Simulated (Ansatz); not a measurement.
MoI, 2 atoms in the cell. Symmetry: F-43m, No. 216, cubic system. The conventional cell has a = 6.358 Å, b = 6.358 Å, c = 6.358 Å, α = 90.00°, β = 90.00°, γ = 90.00°. Mo (site symmetry -43m) has 4 I at 2.75 Å as nearest neighbours. I (site symmetry -43m) has 4 Mo at 2.75 Å as nearest neighbours. The cell was built by a generator and needn't be a form met in nature.

* Program: Ansatz 0.2.0
* Task: single point
* Functional: HSE06 form with a typed share of exact exchange
* Potentials or basis: Ansatz PAW
* Cutoff: 420 eV (not typed: the program's choice for these potentials)
* k mesh: 4 × 4 × 4
* Occupations: fermi-dirac, width 0.05 eV
* Spin: no spin polarisation
* Screening (1/Å): 0.2
* Share of exact exchange: 0.25

Potentials or basis: Ansatz PAW.

Command:

```bash
$ ansatz run input.yaml --threads 2 --pin off --max-ram 5632MiB --backend cpu --events-out ev --progress --plain --runs-dir out
```

Hardware: 2 threads of Arm Neoverse V2 (shared host).

How long does it take, and how much memory?

Wall time 14 s on 2 threads of Arm Neoverse V2, with other jobs on the host, peak memory 0.84 GiB. Counts: scf iterations 23, plane waves 1243, k points 8, bands 20.
